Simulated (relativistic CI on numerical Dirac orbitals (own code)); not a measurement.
**Co²⁺: 2p photoemission with charge transfer**

Aim: the 2p photoemission spectrum of Co²⁺ in a cubic metal-ligand cluster, for 5 values of Upd.

Program: relativistic CI on numerical Dirac orbitals (own code) version 3. Level of theory: charge-transfer multiplet model of a cubic metal-ligand cluster with up to 2 ligand holes, Slater and spin-orbit integrals from Dirac-Coulomb-Breit ions, Slater integrals scaled by 0.8. These are calculated values, not measurements, unless marked.

## (1) Starting point

| Quantity | Value |
| --- | --- |
| ion | Co²⁺ (Co III) |
| nuclear charge | 27 |
| electrons | 25 |
| d electrons | 7 |
| ligand holes at most | 2 |
| parameters | in eV; Veg, Vt2g hoppings, tenDq and tenDqL metal and ligand splittings (negative tenDq: tetrahedral), red the scaling of hopping with a core hole |
| temperature | 20 K |
| widths | Lorentz 0.6 eV, Gauss 0.8 eV |

## (2) Upd = 9.2 eV

Settings of the run:

```ini
cluster ion=Co2+ d7 ligand_holes=2 slater_scale=0.8
Delta=2 Udd=7.4 Upd=9.2 tenDq=1.2 tenDqL=0.2 Veg=2.9 Vt2g=-1.54 red=1
spectrum xps 2p T=20 lorentz=0.6 gauss=0.8
```

The run is started by

```bash
> python run_levels.py task.json out
```

task.json lists these runs, among others, and the program works through them in turn.

The program writes no log. Results of the run, from its result record (rounded, main fields), shortened:

```text
status: converged
curve, one point in 7 above 2 % of the maximum [energy, intensity] [eV from the first main peak; 1/eV]:
  - [-3.1, 0.004292]
  - [-2.4, 0.007134]
  - [-1.7, 0.01492]
  - [-1, 0.05267]
  - [-0.3, 0.182]
  - [0.4, 0.1743]
  - [1.1, 0.08742]
  - [1.8, 0.03906]
  - [2.5, 0.02583]
  - [3.2, 0.018]
  - [3.9, 0.01379]
  - [4.6, 0.01336]
  - [5.3, 0.01351]
  - [6, 0.01011]
  - [6.7, 0.00604]
  - [7.4, 0.004907]
  - [8.1, 0.006146]
  - [8.8, 0.01416]
  - [9.5, 0.03614]
  - [10.2, 0.03993]
  - [10.9, 0.03088]
  - [11.6, 0.02948]
  - [12.3, 0.03035]
  - [13, 0.02634]
  - [13.7, 0.02406]
  - [14.4, 0.05441]
  - [15.1, 0.1072]
  - [15.8, 0.07626]
  - "... 16 more rows left out ..."
weights: [0.488639, 0.46133, 0.0500307]
n_d: 7.56139
n_eg: 1.60789
ground_S: 0.524347
ground_energy [eV]: -6.8889
cluster_levels [E_eV, degeneracy, S, weight_dn]:
  - [1.954e-14, 4, 0.5243, 0.4886]
  - [0.4476, 2, 1.499, 0.6209]
  - [0.4854, 4, 1.498, 0.6196]
  - [0.5501, 2, 1.5, 0.6179]
  - [0.5555, 4, 1.489, 0.6158]
  - [1.77, 4, 0.5292, 0.5189]
  - [1.805, 2, 0.5133, 0.5134]
  - [1.861, 4, 0.5064, 0.5164]
  - [1.888, 2, 0.5107, 0.516]
  - [2.27, 4, 1.483, 0.6532]
  - [2.27, 2, 1.481, 0.6526]
  - [2.302, 4, 1.466, 0.6488]
  - [2.313, 2, 1.493, 0.6543]
  - [2.358, 4, 0.5692, 0.5038]
  - [2.397, 2, 0.5292, 0.4982]
  - [3.165, 2, 0.5484, 0.4711]
  - [3.194, 4, 0.5325, 0.4716]
  - [3.389, 4, 1.487, 0.559]
  - [3.393, 2, 1.474, 0.5574]
  - [3.436, 4, 1.49, 0.5603]
  - [3.46, 2, 1.49, 0.5618]
  - [3.681, 2, 0.5146, 0.548]
  - "... 2 more rows left out ..."
atomic [eV]: {"ground": {"F2dd": 9.23289, "F4dd": 5.73084, "zeta_d": 0.0631412}, "final": {"F2dd": 10.6949, "F4dd": 6.6846, "zeta_d": 0.092739, "zeta_core": 9.66357, "F2cd": 6.34537, "G1cd": 4.81554, "G3cd": 2.73815}}
```

It took 2 s on 1 thread of Intel Xeon 6975P-C, shared host; peak memory 0.22 GiB.

## (3) Upd = 7.4 eV

Settings of the run:

```ini
cluster ion=Co2+ d7 ligand_holes=2 slater_scale=0.8
Delta=2 Udd=7.4 Upd=7.4 tenDq=1.2 tenDqL=0.2 Veg=2.9 Vt2g=-1.54 red=1
spectrum xps 2p T=20 lorentz=0.6 gauss=0.8
```

Main fields:

```text
status: converged
curve, one point in 11 above 2 % of the maximum [energy, intensity] [eV from the first main peak; 1/eV]:
  - [-3.1, 0.004673]
  - [-2, 0.01138]
  - [-0.9, 0.07176]
  - [0.2, 0.2161]
  - [1.3, 0.08322]
  - [2.4, 0.03231]
  - [3.5, 0.01915]
  - [4.6, 0.01512]
  - [5.7, 0.0129]
  - [6.8, 0.007128]
  - [7.9, 0.005704]
  - [9, 0.01755]
  - [10.1, 0.03682]
  - [11.2, 0.02233]
  - [12.3, 0.02006]
  - [13.4, 0.02114]
  - [14.5, 0.0638]
  - [15.6, 0.1006]
  - [16.7, 0.0337]
  - [17.8, 0.01543]
  - [18.9, 0.00867]
  - [20, 0.005037]
  - [24.7, 0.01642]
  - [25.8, 0.0184]
  - [26.9, 0.01116]
weights: [0.488639, 0.46133, 0.0500307]
n_d: 7.56139
n_eg: 1.60789
ground_S: 0.524347
ground_energy [eV]: -6.8889
cluster_levels [E_eV, degeneracy, S, weight_dn]:
  - [1.954e-14, 4, 0.5243, 0.4886]
  - [0.4476, 2, 1.499, 0.6209]
  - [0.4854, 4, 1.498, 0.6196]
  - [0.5501, 2, 1.5, 0.6179]
  - [0.5555, 4, 1.489, 0.6158]
  - [1.77, 4, 0.5292, 0.5189]
  - [1.805, 2, 0.5133, 0.5134]
  - [1.861, 4, 0.5064, 0.5164]
  - [1.888, 2, 0.5107, 0.516]
  - [2.27, 4, 1.483, 0.6532]
  - [2.27, 2, 1.481, 0.6526]
  - [2.302, 4, 1.466, 0.6488]
  - [2.313, 2, 1.493, 0.6543]
  - [2.358, 4, 0.5692, 0.5038]
  - [2.397, 2, 0.5292, 0.4982]
  - [3.165, 2, 0.5484, 0.4711]
  - [3.194, 4, 0.5325, 0.4716]
  - [3.389, 4, 1.487, 0.559]
  - [3.393, 2, 1.474, 0.5574]
  - [3.436, 4, 1.49, 0.5603]
  - [3.46, 2, 1.49, 0.5618]
  - [3.681, 2, 0.5146, 0.548]
  - "... 2 more rows left out ..."
atomic [eV]: {"ground": {"F2dd": 9.23289, "F4dd": 5.73084, "zeta_d": 0.0631412}, "final": {"F2dd": 10.6949, "F4dd": 6.6846, "zeta_d": 0.092739, "zeta_core": 9.66357, "F2cd": 6.34537, "G1cd": 4.81554, "G3cd": 2.73815}}
```

It took 2 s on 1 thread of Intel Xeon 6975P-C, shared host; peak memory 0.22 GiB.

## (4) Upd = 8.6 eV

Settings of the run:

```ini
cluster ion=Co2+ d7 ligand_holes=2 slater_scale=0.8
Delta=2 Udd=7.4 Upd=8.6 tenDq=1.2 tenDqL=0.2 Veg=2.9 Vt2g=-1.54 red=1
spectrum xps 2p T=20 lorentz=0.6 gauss=0.8
```

Main fields:

```text
status: converged
curve, one point in 12 above 2 % of the maximum [energy, intensity] [eV from the first main peak; 1/eV]:
  - [-3.1, 0.004355]
  - [-1.9, 0.01168]
  - [-0.7, 0.09778]
  - [0.5, 0.1675]
  - [1.7, 0.04829]
  - [2.9, 0.02337]
  - [4.1, 0.01419]
  - [5.3, 0.01362]
  - [6.5, 0.007665]
  - [7.7, 0.005174]
  - [8.9, 0.01478]
  - [10.1, 0.0415]
  - [11.3, 0.02538]
  - [12.5, 0.0277]
  - [13.7, 0.02364]
  - [14.9, 0.09859]
  - [16.1, 0.05709]
  - [17.3, 0.02513]
  - [18.5, 0.01195]
  - [19.7, 0.00793]
  - [24, 0.006719]
  - [25.2, 0.02032]
  - [26.4, 0.02238]
  - [27.6, 0.006457]
  - [32.5, 0.004662]
weights: [0.488639, 0.46133, 0.0500307]
n_d: 7.56139
n_eg: 1.60789
ground_S: 0.524347
ground_energy [eV]: -6.8889
cluster_levels [E_eV, degeneracy, S, weight_dn]:
  - [1.954e-14, 4, 0.5243, 0.4886]
  - [0.4476, 2, 1.499, 0.6209]
  - [0.4854, 4, 1.498, 0.6196]
  - [0.5501, 2, 1.5, 0.6179]
  - [0.5555, 4, 1.489, 0.6158]
  - [1.77, 4, 0.5292, 0.5189]
  - [1.805, 2, 0.5133, 0.5134]
  - [1.861, 4, 0.5064, 0.5164]
  - [1.888, 2, 0.5107, 0.516]
  - [2.27, 4, 1.483, 0.6532]
  - [2.27, 2, 1.481, 0.6526]
  - [2.302, 4, 1.466, 0.6488]
  - [2.313, 2, 1.493, 0.6543]
  - [2.358, 4, 0.5692, 0.5038]
  - [2.397, 2, 0.5292, 0.4982]
  - [3.165, 2, 0.5484, 0.4711]
  - [3.194, 4, 0.5325, 0.4716]
  - [3.389, 4, 1.487, 0.559]
  - [3.393, 2, 1.474, 0.5574]
  - [3.436, 4, 1.49, 0.5603]
  - [3.46, 2, 1.49, 0.5618]
  - [3.681, 2, 0.5146, 0.548]
  - "... 2 more rows left out ..."
atomic [eV]: {"ground": {"F2dd": 9.23289, "F4dd": 5.73084, "zeta_d": 0.0631412}, "final": {"F2dd": 10.6949, "F4dd": 6.6846, "zeta_d": 0.092739, "zeta_core": 9.66357, "F2cd": 6.34537, "G1cd": 4.81554, "G3cd": 2.73815}}
```

Run time: 2 s. Hardware: 1 thread of Intel Xeon 6975P-C, shared host; peak memory 0.22 GiB.

## (5) Upd = 9.8 eV

Settings of the run:

```ini
cluster ion=Co2+ d7 ligand_holes=2 slater_scale=0.8
Delta=2 Udd=7.4 Upd=9.8 tenDq=1.2 tenDqL=0.2 Veg=2.9 Vt2g=-1.54 red=1
spectrum xps 2p T=20 lorentz=0.6 gauss=0.8
```

Main fields:

```text
status: converged
curve, one point in 13 above 2 % of the maximum [energy, intensity] [eV from the first main peak; 1/eV]:
  - [-3.1, 0.004289]
  - [-1.8, 0.01351]
  - [-0.5, 0.1481]
  - [0.8, 0.1075]
  - [2.1, 0.02808]
  - [3.4, 0.01474]
  - [4.7, 0.01331]
  - [6, 0.009117]
  - [7.3, 0.004734]
  - [8.6, 0.01244]
  - [9.9, 0.0399]
  - [11.2, 0.03318]
  - [12.5, 0.03086]
  - [13.8, 0.02606]
  - [15.1, 0.1049]
  - [16.4, 0.03528]
  - [17.7, 0.02021]
  - [19, 0.01446]
  - [20.3, 0.007922]
  - [23.7, 0.006326]
  - [25, 0.01903]
  - [26.3, 0.02681]
  - [27.6, 0.007189]
  - [32.4, 0.006682]
  - [33.7, 0.005893]
weights: [0.488639, 0.46133, 0.0500307]
n_d: 7.56139
n_eg: 1.60789
ground_S: 0.524347
ground_energy [eV]: -6.8889
cluster_levels [E_eV, degeneracy, S, weight_dn]:
  - [1.954e-14, 4, 0.5243, 0.4886]
  - [0.4476, 2, 1.499, 0.6209]
  - [0.4854, 4, 1.498, 0.6196]
  - [0.5501, 2, 1.5, 0.6179]
  - [0.5555, 4, 1.489, 0.6158]
  - [1.77, 4, 0.5292, 0.5189]
  - [1.805, 2, 0.5133, 0.5134]
  - [1.861, 4, 0.5064, 0.5164]
  - [1.888, 2, 0.5107, 0.516]
  - [2.27, 4, 1.483, 0.6532]
  - [2.27, 2, 1.481, 0.6526]
  - [2.302, 4, 1.466, 0.6488]
  - [2.313, 2, 1.493, 0.6543]
  - [2.358, 4, 0.5692, 0.5038]
  - [2.397, 2, 0.5292, 0.4982]
  - [3.165, 2, 0.5484, 0.4711]
  - [3.194, 4, 0.5325, 0.4716]
  - [3.389, 4, 1.487, 0.559]
  - [3.393, 2, 1.474, 0.5574]
  - [3.436, 4, 1.49, 0.5603]
  - [3.46, 2, 1.49, 0.5618]
  - [3.681, 2, 0.5146, 0.548]
  - "... 2 more rows left out ..."
atomic [eV]: {"ground": {"F2dd": 9.23289, "F4dd": 5.73084, "zeta_d": 0.0631412}, "final": {"F2dd": 10.6949, "F4dd": 6.6846, "zeta_d": 0.092739, "zeta_core": 9.66357, "F2cd": 6.34537, "G1cd": 4.81554, "G3cd": 2.73815}}
```

It took 2 s on 1 thread of Intel Xeon 6975P-C, shared host; peak memory 0.22 GiB.

## (6) Upd = 10.4 eV

Settings of the run:

```ini
cluster ion=Co2+ d7 ligand_holes=2 slater_scale=0.8
Delta=2 Udd=7.4 Upd=10.4 tenDq=1.2 tenDqL=0.2 Veg=2.9 Vt2g=-1.54 red=1
spectrum xps 2p T=20 lorentz=0.6 gauss=0.8
```

Main fields:

```text
status: converged
curve, one point in 13 above 2 % of the maximum [energy, intensity] [eV from the first main peak; 1/eV]:
  - [-3.1, 0.004079]
  - [-1.8, 0.01263]
  - [-0.5, 0.1382]
  - [0.8, 0.1059]
  - [2.1, 0.02661]
  - [3.4, 0.01385]
  - [4.7, 0.01331]
  - [6, 0.008541]
  - [7.3, 0.004589]
  - [8.6, 0.01345]
  - [9.9, 0.03811]
  - [11.2, 0.03722]
  - [12.5, 0.03236]
  - [13.8, 0.02601]
  - [15.1, 0.1019]
  - [16.4, 0.03383]
  - [17.7, 0.01939]
  - [19, 0.01719]
  - [20.3, 0.008969]
  - [21.6, 0.005306]
  - [24.1, 0.01125]
  - [25.4, 0.02272]
  - [26.7, 0.02074]
  - [28, 0.004992]
  - [33.1, 0.008321]
  - [34.4, 0.006341]
weights: [0.488639, 0.46133, 0.0500307]
n_d: 7.56139
n_eg: 1.60789
ground_S: 0.524347
ground_energy [eV]: -6.8889
cluster_levels [E_eV, degeneracy, S, weight_dn]:
  - [1.954e-14, 4, 0.5243, 0.4886]
  - [0.4476, 2, 1.499, 0.6209]
  - [0.4854, 4, 1.498, 0.6196]
  - [0.5501, 2, 1.5, 0.6179]
  - [0.5555, 4, 1.489, 0.6158]
  - [1.77, 4, 0.5292, 0.5189]
  - [1.805, 2, 0.5133, 0.5134]
  - [1.861, 4, 0.5064, 0.5164]
  - [1.888, 2, 0.5107, 0.516]
  - [2.27, 4, 1.483, 0.6532]
  - [2.27, 2, 1.481, 0.6526]
  - [2.302, 4, 1.466, 0.6488]
  - [2.313, 2, 1.493, 0.6543]
  - [2.358, 4, 0.5692, 0.5038]
  - [2.397, 2, 0.5292, 0.4982]
  - [3.165, 2, 0.5484, 0.4711]
  - [3.194, 4, 0.5325, 0.4716]
  - [3.389, 4, 1.487, 0.559]
  - [3.393, 2, 1.474, 0.5574]
  - [3.436, 4, 1.49, 0.5603]
  - [3.46, 2, 1.49, 0.5618]
  - [3.681, 2, 0.5146, 0.548]
  - "... 2 more rows left out ..."
atomic [eV]: {"ground": {"F2dd": 9.23289, "F4dd": 5.73084, "zeta_d": 0.0631412}, "final": {"F2dd": 10.6949, "F4dd": 6.6846, "zeta_d": 0.092739, "zeta_core": 9.66357, "F2cd": 6.34537, "G1cd": 4.81554, "G3cd": 2.73815}}
```

Wall time 2 s (1 thread of Intel Xeon 6975P-C, shared host); peak memory 0.22 GiB.

## (7) The spectra side by side

| run | d count | weight without ligand hole | ground S | up to four highest peaks (% of the highest), eV from the first main peak |
| --- | --- | --- | --- | --- |
| Upd = 9.2 eV | 7.56 | 0.49 | 0.52 | 0.0 (100), 9.9 (20), 12.1 (15), 15.2 (51) |
| Upd = 7.4 eV | 7.56 | 0.49 | 0.52 | 0.0 (100), 9.9 (17), 12.8 (10), 15.2 (50) |
| Upd = 8.6 eV | 7.56 | 0.49 | 0.52 | 0.0 (100), 10.0 (19), 12.4 (13), 15.2 (51) |
| Upd = 9.8 eV | 7.56 | 0.49 | 0.52 | 0.0 (100), 9.9 (19), 11.6 (17), 15.1 (51) |
| Upd = 10.4 eV | 7.56 | 0.49 | 0.52 | 0.0 (100), 9.9 (19), 11.5 (19), 15.1 (51) |

## (8) Summary of results

```
                           quantity         value
                            d count  7.56 to 7.56
ground spin (effective S from ⟨S²⟩)          0.52
```

What this shows: From Upd = 7.4 eV to Upd = 10.4 eV the ground-state d count stays at 7.56, as the core hole does not act on the ground state. In the first run the ligand-hole configurations outweigh d7 itself: the bond is strongly covalent. The cluster parameters are drawn, not fitted to a compound.
